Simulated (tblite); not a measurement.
# C3H8F2GaO2: the cost of one run

Computed with tblite 0.8.0 and PySCF 2.14.0, with density-fitted response routines of our own, on a single molecule in the gas phase. Atoms are numbered from 0 throughout.

### 1 The starting structure

16 atoms, charge -1, multiplicity 1; geometry from: force field or distance geometry start.

Bonds of the start (Å): C0–C1 1.50, C1–O2 1.40, O2–Ga3 1.80, Ga3–F4 1.79, Ga3–F5 1.79, Ga3–O6 1.81, O6–C7 1.41, C0–H8 1.11, C0–H9 1.12, C0–H10 1.13, C1–H11 1.11, C1–H12 1.10, C7–H13 1.12, C7–H14 1.10, C7–H15 1.10.

### 2 Geometry optimisation with GFN2-xTB

The job: settings as JSON, then the geometry in Å.

```
{"job": {"kind": "relax", "xc": "GFN2-xTB", "basis": "xTB"}, "charge": -1, "multiplicity": 1}
C     -2.976500     0.305000     0.329000
C     -1.598900    -0.196000    -0.007300
O     -0.739900    -0.201500     1.100000
Ga     0.923300    -0.792900     0.734300
F      1.249400    -0.996800    -1.010900
F      1.097400    -2.433100     1.440700
O      2.105300     0.414500     1.379200
C      3.003500     0.725400     0.337400
H     -3.446800     0.602700    -0.635500
H     -2.955400     1.191600     1.019100
H     -3.591900    -0.478300     0.859100
H     -1.177000     0.563900    -0.703200
H     -1.606000    -1.155000    -0.550300
H      2.994800     1.827400     0.131500
H      2.694300     0.186300    -0.576000
H      4.017000     0.445700     0.676600
```

Command:

```sh
> OMP_NUM_THREADS=1 python probes_run.py task.json out
```

This one command runs all jobs of the session in turn.

**Question.** How long does this first job take on 1 thread of Intel Xeon at 2.50GHz, shared host, and how much memory does it need?

About 5.7 s, with a peak of 0.18 GiB.
